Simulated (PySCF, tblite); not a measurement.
# C₃H₁₁AsSi₂+ (doublet): geometry, infrared bands and EPR parameters

Aim: predict the infrared bands and EPR parameters of C₃H₁₁AsSi₂+ (doublet) (`C[C@H]1C[As+]([SiH3])[SiH2]1`).

Programs: tblite 0.8.0 and PySCF 2.14.0, with density-fitted response routines of our own. Each step states its level of theory. These are calculated values for one molecule in the gas phase, unless marked as measured. Atoms are numbered from 0 throughout.

**1. The starting structure**

17 atoms, charge 1, multiplicity 2; geometry from: force field or distance geometry start.

Bonds of the start (Å): C0–C1 1.54, C1–C2 1.53, C2–As3 1.98, As3–Si4 2.33, As3–Si5 2.29, Si5–C1 1.87, C0–H6 1.12, C0–H7 1.10, C0–H8 1.11, C1–H9 1.11, C2–H10 1.12, C2–H11 1.11, Si4–H12 1.47, Si4–H13 1.46, Si4–H14 1.48, Si5–H15 1.47, Si5–H16 1.47.

**2. Optimising the geometry with GFN2-xTB**

Job settings and geometry (Å):

```
{"job": {"kind": "relax", "xc": "GFN2-xTB", "basis": "xTB"}, "charge": 1, "multiplicity": 2}
C      2.338100     0.434300    -0.185700
C      0.855800     0.440700     0.226400
C     -0.101600     0.293100    -0.954400
As    -1.159600    -1.318000    -0.481500
Si    -2.743700    -0.128400     0.747300
Si     0.399500    -1.106700     1.178600
H      2.540200     1.337300    -0.808500
H      2.582300    -0.467700    -0.770100
H      2.984800     0.468000     0.716000
H      0.616300     1.336400     0.844300
H     -0.763600     1.189700    -1.062200
H      0.418600     0.108500    -1.913300
H     -3.797600     0.352700    -0.161500
H     -3.333000    -1.002400     1.758200
H     -2.112200     1.035700     1.398000
H      1.439600    -2.143500     1.111400
H     -0.170900    -0.817700     2.506900
```

Launch:

```
$ OMP_NUM_THREADS=1 python probes_run.py task.json out
```

This one command runs all jobs of the session in turn.

**Question.** This job is followed by: GFN2-xTB harmonic vibrations, gas phase; UKS B3LYP, def2-TZVP-core on As, pcH-1 on C H Si, non-relativistic, mean-field spin-orbit, GIAO. What will the session give for the following? strongest single infrared mode (GFN2-xTB); zero-point energy (GFN2-xTB); g(iso) (B3LYP); ⟨S²⟩; largest a(iso) (averaged by class).

The runs gave:

| quantity | value |
| --- | --- |
| strongest single infrared mode (GFN2-xTB) | 711 cm⁻¹, 475 km/mol |
| zero-point energy (GFN2-xTB) | 75.4 kcal/mol |
| g(iso) (B3LYP) | 2.04242 |
| ⟨S²⟩ | 0.753 (exact 0.75) |
| largest a(iso) (averaged by class) | 75As on As3, 322.0 MHz |

In words: Relaxing lowered the energy by 0.532 eV in 117 steps; the close pair that moved most is As3–Si5, from 2.287 to 2.416 Å. All 45 modes are real, so the xTB geometry is a minimum. The strongest single mode, at 711 cm⁻¹, is carried by H15, H16, H13, H12. Unscaled tight-binding wavenumbers are off by several per cent, some by more. Its intensities can rank the bands wrongly. Most of the unpaired spin sits on As3 (0.73 e). The isotropic g lies 40.1 ppt above the free-electron value. The hyperfine terms hold no scalar relativity, which the heavier nuclei need.
